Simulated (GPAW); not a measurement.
# TbO (Pm-3m) in GPAW: a series of runs

One crystal, TbO, is run at these levels: r2SCAN+U, r2SCAN; tasks: single point.

All numbers are computed with GPAW 26.7.0; they aren't measurements. Logs are shortened: lines on timing, memory, paths and dates and some standing lists are left out, and cuts for length are marked. The log counts tension as positive stress, the text compression.

## Step 1: The crystal as given

It takes space group Pm-3m (No. 221, cubic). The conventional cell has a = 2.784 Å, b = 2.784 Å, c = 2.784 Å, α = 90.00°, β = 90.00°, γ = 90.00°. Tb (site symmetry m-3m) has 8 O at 2.41 Å as nearest neighbours. Around O (site symmetry m-3m) lie 8 Tb at 2.41 Å.

The cell comes from a database or a generator and needn't be the stable form of this composition.

## Step 2: Single point, r2SCAN+U

run.py reads:

```python
from ase.dft.bandgap import bandgap
from ase.io import read, write
from ase.units import GPa
from gpaw import GPAW, PW

atoms = read('TbO.xyz')

calc = GPAW(mode=PW(800),
            xc='MGGA_X_R2SCAN+MGGA_C_R2SCAN',
            kpts={'size': (7, 7, 7), 'gamma': True},
            occupations={'name': 'methfessel-paxton', 'order': 0, 'width': 0.05},
            setups={'Tb': ':f,3.0'},
            nbands=26,
            convergence={'density': 1e-05, 'energy': 1e-05},
            maxiter=150,
            txt='gpaw.txt')
atoms.calc = calc
energy = atoms.get_potential_energy()
forces = atoms.get_forces()
stress = atoms.get_stress()
calc.write('gs.gpw')
write('result.traj', atoms)
print(f'Energy: {energy:.6f} eV')
print('Forces (eV/A):')
print(forces.round(4))
print('Stress (GPa):', (stress / GPa).round(3))
print('Fermi level:', round(calc.get_fermi_level(), 4), 'eV')
print(f'Gap: {bandgap(calc)[0]:.4f} eV, direct: {bandgap(calc, direct=True)[0]:.4f} eV')
```

TbO.xyz reads:

```xyz
2
Lattice="2.7838380500 0.0000000000 0.0000000000 0.0000000000 2.7838380500 0.0000000000 0.0000000000 0.0000000000 2.7838380500" Properties=species:S:1:pos:R:3 pbc="T T T"
Tb     0.0000000000      0.0000000000      0.0000000000
O      1.3919190250      1.3919190250      1.3919190250
```

Potentials or basis: GPAW PAW data sets (gpaw-data 1.2.1), pw.

Command:

```console
$ OMP_NUM_THREADS=1 python run.py
```

gpaw.txt:

```text
__  _  _
 | _ |_)|_||  |
 |__||  | ||/\| - 26.7.0

Input parameters:
  mode=PW(ecut=800.0),
  convergence={'density': 1e-05, 'energy': 1e-05},
  kpts=MonkhorstPack(size=(7, 7, 7), gamma=True),
  maxiter=150,
  nbands=26,
  occupations=Occupations(name='methfessel-paxton', order=0, width=0.05),
  setups={'Tb': ':f,3.0'},
  xc=XC(name='MGGA_X_R2SCAN+MGGA_C_R2SCAN')

Diagonalizing LCAO Hamiltonian
Converting LCAO to pw mode
   .------.
  /|      |
 * |      |
 | .-O----.
 |/      /
 Tb-----*

Atoms  # Å, Bohr magnetons
|   | symbol |        x |        y |        z |    initial magnetic moments |
|---|--------|----------|----------|----------|-----------------------------|
| 0 |     Tb | 0.000000 | 0.000000 | 0.000000 | ( 0.0000,  0.0000,  0.0000) |
| 1 |      O | 1.391919 | 1.391919 | 1.391919 | ( 0.0000,  0.0000,  0.0000) |

Unit cell  # Å
| periodic |        x |        y |        z |  lengths |    angles |
|----------|----------|----------|----------|----------|-----------|
|      yes | 2.783838 | 0.000000 | 0.000000 | 2.783838 | 90.000000 |
|      yes | 0.000000 | 2.783838 | 0.000000 | 2.783838 | 90.000000 |
|      yes | 0.000000 | 0.000000 | 2.783838 | 2.783838 | 90.000000 |

Number of symmetries: 48
Symmetry operations  # r_c * U_cc + t_c -> r_c
|    | kind |            matrix            |
|----|------|------------------------------|
|  0 |  E   |  1, 0, 0,  0, 1, 0,  0, 0, 1 |
|  1 |  σ   |  1, 0, 0,  0, 1, 0,  0, 0,-1 |
|  2 |  σ   |  1, 0, 0,  0, 0, 1,  0, 1, 0 |
|  3 |  C4  |  1, 0, 0,  0, 0, 1,  0,-1, 0 |
|  4 |  C4  |  1, 0, 0,  0, 0,-1,  0, 1, 0 |
|  5 |  σ   |  1, 0, 0,  0, 0,-1,  0,-1, 0 |
|  6 |  σ   |  1, 0, 0,  0,-1, 0,  0, 0, 1 |
|  7 |  C2  |  1, 0, 0,  0,-1, 0,  0, 0,-1 |
|  8 |  σ   |  0, 1, 0,  1, 0, 0,  0, 0, 1 |
|  9 |  C2  |  0, 1, 0,  1, 0, 0,  0, 0,-1 |
| 10 |  C3  |  0, 1, 0,  0, 0, 1,  1, 0, 0 |
| 11 |  S6  |  0, 1, 0,  0, 0, 1, -1, 0, 0 |
| 12 |  S6  |  0, 1, 0,  0, 0,-1,  1, 0, 0 |
| 13 |  C3  |  0, 1, 0,  0, 0,-1, -1, 0, 0 |
| 14 |  C4  |  0, 1, 0, -1, 0, 0,  0, 0, 1 |
| 15 |  S4  |  0, 1, 0, -1, 0, 0,  0, 0,-1 |
| 16 |  C3  |  0, 0, 1,  1, 0, 0,  0, 1, 0 |
| 17 |  S6  |  0, 0, 1,  1, 0, 0,  0,-1, 0 |
| 18 |  σ   |  0, 0, 1,  0, 1, 0,  1, 0, 0 |
| 19 |  C4  |  0, 0, 1,  0, 1, 0, -1, 0, 0 |
| 20 |  C2  |  0, 0, 1,  0,-1, 0,  1, 0, 0 |
| 21 |  S4  |  0, 0, 1,  0,-1, 0, -1, 0, 0 |
| 22 |  S6  |  0, 0, 1, -1, 0, 0,  0, 1, 0 |
| 23 |  C3  |  0, 0, 1, -1, 0, 0,  0,-1, 0 |
| 24 |  S6  |  0, 0,-1,  1, 0, 0,  0, 1, 0 |
| 25 |  C3  |  0, 0,-1,  1, 0, 0,  0,-1, 0 |
| 26 |  C4  |  0, 0,-1,  0, 1, 0,  1, 0, 0 |
| 27 |  σ   |  0, 0,-1,  0, 1, 0, -1, 0, 0 |
| 28 |  S4  |  0, 0,-1,  0,-1, 0,  1, 0, 0 |
| 29 |  C2  |  0, 0,-1,  0,-1, 0, -1, 0, 0 |
| 30 |  C3  |  0, 0,-1, -1, 0, 0,  0, 1, 0 |
| 31 |  S6  |  0, 0,-1, -1, 0, 0,  0,-1, 0 |
| 32 |  C4  |  0,-1, 0,  1, 0, 0,  0, 0, 1 |
| 33 |  S4  |  0,-1, 0,  1, 0, 0,  0, 0,-1 |
| 34 |  S6  |  0,-1, 0,  0, 0, 1,  1, 0, 0 |
| 35 |  C3  |  0,-1, 0,  0, 0, 1, -1, 0, 0 |
| 36 |  C3  |  0,-1, 0,  0, 0,-1,  1, 0, 0 |
| 37 |  S6  |  0,-1, 0,  0, 0,-1, -1, 0, 0 |
| 38 |  σ   |  0,-1, 0, -1, 0, 0,  0, 0, 1 |
| 39 |  C2  |  0,-1, 0, -1, 0, 0,  0, 0,-1 |
| 40 |  σ   | -1, 0, 0,  0, 1, 0,  0, 0, 1 |
| 41 |  C2  | -1, 0, 0,  0, 1, 0,  0, 0,-1 |
| 42 |  C2  | -1, 0, 0,  0, 0, 1,  0, 1, 0 |
| 43 |  S4  | -1, 0, 0,  0, 0, 1,  0,-1, 0 |
| 44 |  S4  | -1, 0, 0,  0, 0,-1,  0, 1, 0 |
| 45 |  C2  | -1, 0, 0,  0, 0,-1,  0,-1, 0 |
| 46 |  C2  | -1, 0, 0,  0,-1, 0,  0, 0, 1 |
| 47 |  i   | -1, 0, 0,  0,-1, 0,  0, 0,-1 |

BZ-sampling:
  Number of BZ points: 343
  Number of IBZ points: 20

  Monkhorst-Pack size: [7, 7, 7]
  Monkhorst-Pack shift: [0, 0, 0]

K-points  # in reciprocal-cell coordinates
|     |                                coordinates |     weight |
|-----|--------------------------------------------|------------|
|   0 | (  0.00000000,   0.00000000,   0.00000000) | 0.00291545 |
|   1 | (  0.14285714,   0.00000000,   0.00000000) | 0.01749271 |
|   2 | (  0.14285714,   0.14285714,   0.00000000) | 0.03498542 |
|   3 | (  0.14285714,   0.14285714,   0.14285714) | 0.02332362 |
|   4 | (  0.28571429,   0.00000000,   0.00000000) | 0.01749271 |
|   5 | (  0.28571429,   0.14285714,   0.00000000) | 0.06997085 |
|   6 | (  0.28571429,   0.14285714,   0.14285714) | 0.06997085 |
|   7 | (  0.28571429,   0.28571429,   0.00000000) | 0.03498542 |
|   8 | (  0.28571429,   0.28571429,   0.14285714) | 0.06997085 |
|   9 | (  0.28571429,   0.28571429,   0.28571429) | 0.02332362 |
| ... |                                            |            |
|  19 | (  0.42857143,   0.42857143,   0.42857143) | 0.02332362 |

Plane wave coefficients: 1141
Cutoff: 800.0 eV

Spin-components: 1 (collinear spins)
Bands:           26
Projectors:      13
Spin-degeneracy: 2
Datatype:        complex128

Parallelization:
  kpt:    1
  domain: 1
  band:   1

Density:
  Valence electrons: 25.0
  Components: 1
  Grid points: [20 20 20]
  Charge: 0.0  # |e|

Potential:
  Grid points: [20 20 20]

species:
  Tb:
    name:    Terbium
    Z:       65.0
    valence: 19
    core:    46
    charge:  0.0  # [|e|]
    Hubbard: {U: 3.0,  # eV
              l: 3,
              scale: True}
    compensation charges:
      type: gauss
      rc: 0.35  # [Å]
      lmax: 2
    cutoffs:
      filter: 1.17  # [Å]
      core: 1.82  # [Å]
    projectors
    | kind |    occ | energy [eV] | rcut [Å] |
    |------|--------|-------------|----------|
    |   5s |  2.000 |     -47.485 |    1.164 |
    |   6s |  2.000 |      -3.705 |    1.164 |
    |   5p |  6.000 |     -24.831 |    1.164 |
    |   6p |  0.000 |      -1.172 |    1.164 |
    |   5d |  0.000 |      -1.301 |    1.164 |
    |   4f |  9.000 |      -3.024 |    1.164 |
    |    d |        |      25.911 |    1.164 |
    |    f |        |      24.187 |    1.164 |

    Using partial waves for Tb as LCAO basis

  O:
    name:    Oxygen
    Z:       8.0
    valence: 6
    core:    2
    charge:  0.0  # [|e|]
    compensation charges:
      type: gauss
      rc: 0.21  # [Å]
      lmax: 2
    cutoffs:
      filter: 1.17  # [Å]
      core: 0.83  # [Å]
    projectors
    | kind |    occ | energy [eV] | rcut [Å] |
    |------|--------|-------------|----------|
    |   2s |  2.000 |     -23.961 |    0.688 |
    |   2p |  4.000 |      -9.029 |    0.598 |
    |    s |        |       3.251 |    0.688 |
    |    p |        |      18.182 |    0.598 |
    |    d |        |       0.000 |    0.619 |

    Using partial waves for O as LCAO basis

Reference energy: -320656.098918  # eV

eigensolver:
  PPCG
  Converge bands: occupied
  niter=2

density mixing:
  MSR1-Mixer
  Pratt-step length: 0.05
  Maximum mixing coefficient: 0.75
  Old densities: 10
  SVD Regularization: 0.005
  Good broyden scale: 1.0
  Trust region scale: 1.0
  Backstep threshold: 4.0
  History deletion threshold: 6.0
  Fourier metric: weight=20.0, sigma=0.015

occupation numbers:
  Methfessel-Paxton:
    width: 0.0500  # eV
    order: 0

poisson solver:
  ecut: 6400.0  # eV

xc functional:
  name: MGGA_X_R2SCAN+MGGA_C_R2SCAN with 2 nearest neighbor stencil

convergence criteria:
- Maximum integral of absolute [dens]ity change: 1e-05 electrons / valence electron
- Maximum [total energy] change in last 3 cyles: 1e-05 eV / valence electron
- Maximum integral of absolute [eigenst]ate change: 4e-08 eV^2 / valence electron
maximum number of iterations: 150

SCF iterations
|iter     | |      energy | eigst |  dens |
|---------|-|-------------|-------|-------|
|iter:   1| |  -34.950617 | +0.08 |       |
|iter:   2| |  -20.302841 | -0.99 | -0.68 |
|iter:   3| |  -19.853998 | -2.18 | -1.16 |
|iter:   4| |  -19.843611 | -1.77 | -1.33 |
|iter:   5| |  -20.014848 | -3.27 | -1.48 |
|iter:   6| |  -20.318993 | -2.62 | -1.55 |
|iter:   7| |  -20.733683 | -2.83 | -1.91 |
|iter:   8| |  -20.760779 | -3.84 | -2.26 |
|iter:   9| |  -20.780504 | -4.65 | -2.73 |
|iter:  10| |  -20.782484 | -5.41 | -3.05 |
|iter:  11| |  -20.782484 | -6.10 | -3.19 |
|iter:  12| |  -20.782449c| -5.34 | -3.32 |
|iter:  13| |  -20.782429c| -6.20 | -3.24 |
|iter:  14| |  -20.782434c| -6.75 | -3.63 |
|iter:  15| |  -20.782435c| -8.35c| -4.42 |
|iter:  16| |  -20.782437c| -8.42c| -4.67 |
|iter:  17| |  -20.782437c| -8.00c| -5.23c|

Converged in 17 steps
Energy contributions relative to reference atoms: (reference = -320656.098918)

Energy contributions:
  Kinetic:         -11.140927
  Coulomb:          17.547881
  Zero:              0.248170
  External:          0.000000
  Xc:              -27.428161
  Entropy:          -0.018798
  Spinorbit:         0.000000
  ----------------------------
  Free energy:     -20.791836
  Extrapolated:    -20.782437

dipole moment: (-14.839651, -14.839651, -14.839651)  # |e|*Ang

Fermi level: 16.792
Eigenvalues  # (at kpt = [0.000, 0.000, 0.000])
| band index |      eig [eV] | occ [0-2] |
|------------|---------------|-----------|
|          0 |       -29.120 |     2.000 |
|        ... |               |           |
|          8 |        15.191 |     2.000 |
|          9 |        15.191 |     2.000 |
|         10 |        16.133 |     2.000 |
|         11 |        16.133 |     2.000 |
|         12 |        16.133 |     2.000 |
|         13 |        16.571 |     2.000 |
[... 8 lines left out ...]
|         22 |        36.987 |     0.000 |
|         23 |        41.329 |     0.000 |
|        ... |               |           |
|         25 |        41.330 |     0.000 |

No gap
No difference between direct/indirect transitions

Forces  # eV/Ang
|        x |        y |       z |
|----------|----------|---------|
| -0.00000 |  0.00000 | 0.00000 |  # Tb   0
| -0.00000 | -0.00000 | 0.00000 |  # O    1

Stress tensor  # eV/Ang^3
|         x |         y |         z |
|-----------|-----------|-----------|
| -0.263591 | -0.000000 |  0.000000 |
| -0.000000 | -0.263591 |  0.000000 |
|  0.000000 |  0.000000 | -0.263591 |

# Writing to gs.gpw (mode='')
```

Wall time 37 s (1 thread of Arm Neoverse V2, shared host); peak memory 0.95 GiB.

Results:

* Free energy: -20.7918 eV
* Pressure: 42.2 GPa
* Band gap on the k mesh: none (metal or under the smearing width)

Levels at points of the mesh, in eV from the Fermi level:
| k point | band 9 | band 10 | band 11 | band 12 | band 13 | band 14 | band 15 | band 16 | band 17 | band 18 |
| --- | --- | --- | --- | --- | --- | --- | --- | --- | --- | --- |
| (0.00, 0.00, 0.00) | -1.60 | -1.60 | -0.66 | -0.66 | -0.66 | -0.22 | -0.22 | -0.22 | 1.31 | 4.92 |

Caveat: one-centre terms of the f shell are cut off; a pressure of tens of GPa on the cell as given is suspect, and the run, the potentials or the cell itself is likely at fault; the PAW data sets were made with another functional, which shifts forces and pressure a little; an odd number of electrons without spin polarisation forces a metal; a magnetic or distorted state may lie lower; the run has no spin polarisation, though such a crystal can be magnetic; U without spin polarisation on a metal has little footing.

## Step 3: Single point, r2SCAN, collinear spin, zero start

run.py, as its differences from that of step 2:

```diff
@@ -6,2 +6,3 @@
 atoms = read('TbO.xyz')
+atoms.set_initial_magnetic_moments([0.0, 0.0])
 
@@ -11,3 +12,3 @@
             occupations={'name': 'methfessel-paxton', 'order': 0, 'width': 0.05},
-            setups={'Tb': ':f,3.0'},
+            spinpol=True,
             nbands=26,
@@ -26,2 +27,3 @@
 print('Stress (GPa):', (stress / GPa).round(3))
+print('Moments:', calc.get_magnetic_moments().round(3))
 print('Fermi level:', round(calc.get_fermi_level(), 4), 'eV')
```

TbO.xyz is that of step 2.

Potentials or basis: GPAW PAW data sets (gpaw-data 1.2.1), pw.

Command:

```console
$ OMP_NUM_THREADS=1 python run.py
```

gpaw.txt:

```text
__  _  _
 | _ |_)|_||  |
 |__||  | ||/\| - 26.7.0

Input parameters:
  mode=PW(ecut=800.0),
  convergence={'density': 1e-05, 'energy': 1e-05},
  kpts=MonkhorstPack(size=(7, 7, 7), gamma=True),
  maxiter=150,
  nbands=26,
  occupations=Occupations(name='methfessel-paxton', order=0, width=0.05),
  spinpol=True,
  xc=XC(name='MGGA_X_R2SCAN+MGGA_C_R2SCAN')

Diagonalizing LCAO Hamiltonian
Converting LCAO to pw mode
   .------.
  /|      |
 * |      |
 | .-O----.
 |/      /
 Tb-----*

Atoms  # Å, Bohr magnetons
|   | symbol |        x |        y |        z |    initial magnetic moments |
|---|--------|----------|----------|----------|-----------------------------|
| 0 |     Tb | 0.000000 | 0.000000 | 0.000000 | ( 0.0000,  0.0000,  0.0000) |
| 1 |      O | 1.391919 | 1.391919 | 1.391919 | ( 0.0000,  0.0000,  0.0000) |

Unit cell  # Å
[... 228 lines left out ...]

Total magnetic moment: (0.000000, 0.000000, -0.000037)

Local magnetic moments
|        x |        y |         z |
|----------|----------|-----------|
| 0.000000 | 0.000000 | -0.000036 |  # Tb   0
| 0.000000 | 0.000000 | -0.000000 |  # O    1

Fermi level: 16.429
Eigenvalues  # (at kpt = [0.000, 0.000, 0.000])
| band index |      eig [eV] | occ [0-1] |      eig [eV] | occ [0-1] |
|------------|---------------|-----------|---------------|-----------|
|          0 |       -29.305 |     1.000 |       -29.305 |     1.000 |
|        ... |               |           |               |           |
|          6 |        12.307 |     1.000 |        12.307 |     1.000 |
|          7 |        12.307 |     1.000 |        12.307 |     1.000 |
|          8 |        15.080 |     1.000 |        15.080 |     1.000 |
|          9 |        15.080 |     1.000 |        15.080 |     1.000 |
|         10 |        16.164 |     1.000 |        16.163 |     1.000 |
|         11 |        16.164 |     1.000 |        16.163 |     1.000 |
[... 8 lines left out ...]
|         20 |        26.510 |     0.000 |        26.510 |     0.000 |
|         21 |        36.973 |     0.000 |        36.973 |     0.000 |
|        ... |               |           |               |           |
|         25 |        41.359 |     0.000 |        41.359 |     0.000 |

No gap
No difference between direct/indirect transitions

Forces  # eV/Ang
|        x |        y |        z |
|----------|----------|----------|
|  0.00000 |  0.00000 |  0.00000 |  # Tb   0
| -0.00000 | -0.00000 | -0.00000 |  # O    1

Stress tensor  # eV/Ang^3
|         x |         y |         z |
|-----------|-----------|-----------|
| -0.215617 |  0.000000 |  0.000000 |
|  0.000000 | -0.215617 |  0.000000 |
|  0.000000 |  0.000000 | -0.215617 |

# Writing to gs.gpw (mode='')
```

stdout:

```text
Energy: -24.138947 eV
Forces (eV/A):
[[ 0.  0.  0.]
 [-0. -0. -0.]]
Stress (GPa): [-34.546 -34.546 -34.546   0.      0.      0.   ]
Moments: [-0. -0.]
Fermi level: 16.4286 eV
Gap: 0.0000 eV, direct: 0.0000 eV
```

Run time: 62 s. Hardware: 1 thread of Arm Neoverse V2, shared host; peak memory 0.96 GiB.

Results:

| Property | Result |
| --- | --- |
| Free energy | -24.1530 eV |
| Pressure | 34.5 GPa |
| Band gap on the k mesh | none (metal or under the smearing width) |
| Net moment | 0.00 μB per cell |

Levels at points of the mesh, in eV from the Fermi level:
Spin up:
| k point | band 10 | band 11 | band 12 | band 13 | band 14 | band 15 | band 16 | band 17 |
| --- | --- | --- | --- | --- | --- | --- | --- | --- |
| (0.00, 0.00, 0.00) | -1.35 | -0.27 | -0.27 | -0.27 | -0.02 | 0.44 | 0.44 | 0.44 |
Spin down:
| k point | band 10 | band 11 | band 12 | band 13 | band 14 | band 15 | band 16 | band 17 |
| --- | --- | --- | --- | --- | --- | --- | --- | --- |
| (0.00, 0.00, 0.00) | -1.35 | -0.27 | -0.27 | -0.27 | -0.02 | 0.44 | 0.44 | 0.44 |

Caveat: one-centre terms of the f shell are cut off; the magnetic or orbital state may not be the lowest; the run has no moments, though such compounds are often magnetic; a magnetic state may lie lower; a pressure of tens of GPa on the cell as given is suspect, and the run, the potentials or the cell itself is likely at fault; the PAW data sets were made with another functional, which shifts forces and pressure a little; spin-orbit coupling is left out, which moves the levels of the heavy elements; without U or exact exchange the open f shell lies at the Fermi level, which spoils levels, moments and volumes. With open d or f shells a metallic result of r2SCAN can be an artefact of self-interaction; +U or a hybrid may open a gap.
